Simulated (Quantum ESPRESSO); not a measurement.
**Ta: work function with PBE**

Slab: Ta, a slab with vacuum.

```xyz
5
Lattice="2.8601 0.0000 0.0000 -0.9534 2.6965 0.0000 0.0000 0.0000 24.3411" Properties=species:S:1:pos:R:3 pbc="T T T"
Ta    0.9534    1.3483    7.5000
Ta    0.0000    0.0000    9.8353
Ta    0.9534    1.3483   12.1705
Ta    0.0000    0.0000   14.5058
Ta    0.9534    1.3483   16.8411
```

- Program: Quantum ESPRESSO 7.5
- Task: work function
- Functional: PBE
- Potentials or basis: PseudoDojo 0.4.1 SR PBE standard
- Cutoff: 789 eV
- Density cutoff: 3157 eV
- k mesh: 10 × 10 × 1
- Occupations: fermi-dirac, width 0.05 eV
- Spin: no spin polarisation
- Boundary across the vacuum: none
- Mixing mode: local-TF
- Mixing beta: 0.3
- Most SCF iterations: 150
- SCF threshold: 5e-09 Ry

- Largest force: 0.506 eV/Å
- Band gap on the k mesh: none (metal or under the smearing width)
- Work function of the upper face: 4.81 eV
- Work function of the lower face: 4.81 eV

Forces in eV/Å, atoms in the order of the input:
```
Ta   0.000  0.000  0.395
Ta   0.000  0.000 -0.506
Ta   0.000  0.000  0.000
Ta   0.000  0.000  0.506
Ta   0.000  0.000 -0.395
```

Levels at points of the mesh, in eV from the Fermi level:
```csv
k point,band 30,band 31,band 32,band 33,band 34,band 35
"(0.00, 0.00, 0.00)",-0.35,-0.06,0.25,0.41,0.49,0.62
"(0.00, -0.50, 0.00)",-1.39,-0.37,0.02,0.56,1.11,1.63
"(-0.50, 0.00, 0.00)",-1.39,-0.37,0.02,0.56,1.11,1.63
"(-0.50, -0.50, 0.00)",-0.30,-0.17,1.23,1.80,1.80,2.09
```

Wall time 6.8 min on 1 thread of Intel(R) Xeon(R) 6975P-C (Granite Rapids) (shared host), peak memory 0.46 GiB.

Spin-orbit coupling is left out, which matters for the levels of Ta.
